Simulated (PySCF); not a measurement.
OZnH2, in a box:

```
O Zn H
1.0
    10.00000    0.00000    0.00000
     0.00000   13.00000    0.00000
     0.00000    0.00000   11.00000
O Zn H
1 1 2
Direct
  0.53572 0.41410 0.56627
  0.50468 0.53484 0.49653
  0.46688 0.36302 0.56196
  0.48787 0.64022 0.43991
```

Base run:

- Program: PySCF 2.14.0
- Functional: PBE
- Potentials or basis: pob-tzvp-rev2 (all-electron)
- k mesh: 1 × 1 × 1
- Occupations: fixed
- Spin: no spin polarisation

Its results: gap between the frontier levels 6.26 eV.

Q: After a change of settings the same cell gave: gap between the frontier levels 13.89 eV. Which change was it?
A. functional from PBE to TPSSh
B. functional from PBE to wB97X
C. functional from PBE to WC
D. functional from PBE to SVWN5

A: B.

wB97X gives the wider gap, since exact exchange removes part of the self-interaction.

Caveats: this is a molecule in a periodic box at the Γ point, so its band gap is the HOMO-LUMO gap; the basis of atomic orbitals isn't converged, which shifts pressures, moduli and gaps.
